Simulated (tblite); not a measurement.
# C11H28Si11: the cost of one run

Computed with tblite 0.8.0 and PySCF 2.14.0 and routines of our own; the level stands in each step. Atoms count from 0.

## 1. The starting structure

50 atoms, charge 0, multiplicity 1; geometry from: force field, distance geometry or constructed start.

## 2. Optimising the geometry with GFN2-xTB

The job: settings as JSON, then the geometry in Å.

```
{"job": {"kind": "relax", "xc": "GFN2-xTB", "basis": "xTB"}, "charge": 0, "multiplicity": 1}
C     -2.646500    -1.034200     0.928400
Si    -2.654600    -1.029800    -0.964900
C     -2.646200     0.745300    -1.586300
C     -4.193600     1.642000     0.923800
Si    -4.193900     1.636400    -0.954600
Si    -2.654700     0.747100     1.556700
C      1.973200    -1.920700    -1.590600
C     -1.106500    -1.919700    -1.585800
C      3.517300    -1.034500     0.929600
Si     3.511800    -1.033200    -0.956400
C      0.429500    -1.033600     0.927900
Si     0.429100    -1.034400    -0.958000
Si     1.969700    -1.921700     1.564300
Si    -1.107700    -1.923000     1.556600
C      3.512400     0.752700    -1.587100
C      0.429700     0.748200    -1.581000
C      1.973500     1.639500     0.930900
Si     1.972000     1.634200    -0.959000
Si     3.514000     0.749400     1.561800
C     -1.107100     1.638500     0.932700
Si    -1.112200     1.641400    -0.956500
Si     0.430700     0.749100     1.559100
H     -3.537900    -1.541600     1.299900
H     -3.831300    -1.715500    -1.439500
H     -2.650900     0.750200    -2.676400
H     -4.199000     2.664300     1.295800
H     -5.082100     1.126000     1.292600
H     -4.193500     2.995800    -1.436800
H     -5.368000     0.959100    -1.440000
H     -2.650300     0.748000     3.002700
H      1.976700    -1.921800    -2.678400
H      1.971200    -2.948700    -1.223700
H     -1.110900    -1.922300    -2.679200
H     -1.107800    -2.951300    -1.220200
H      4.405800    -1.544400     1.290000
H      4.690900    -1.709000    -1.440900
H      1.972300    -1.922300     2.995200
H      1.974000    -3.277500     1.076700
H     -1.108800    -1.926300     2.999200
H     -1.114700    -3.276600     1.080500
H      3.514500     0.745300    -2.673500
H      4.410500     1.255800    -1.220200
H      0.436500     0.748600    -2.680900
H      1.975700     2.664700     1.291500
H      1.969400     2.996900    -1.435600
H      4.688500     1.428000     1.075900
H      3.517000     0.747700     2.998700
H     -1.110200     2.667800     1.295600
H     -1.108300     2.995600    -1.437800
H      0.433500     0.748300     3.001300
```

Run with:

```sh
> OMP_NUM_THREADS=2 python large_run.py task.json out
```

This one command runs all jobs of the session in turn.

**Question.** How long does this first job take on 2 threads of Arm Neoverse N1, shared host, and how much memory does it need?

About 3.7 s, with a peak of 0.16 GiB.
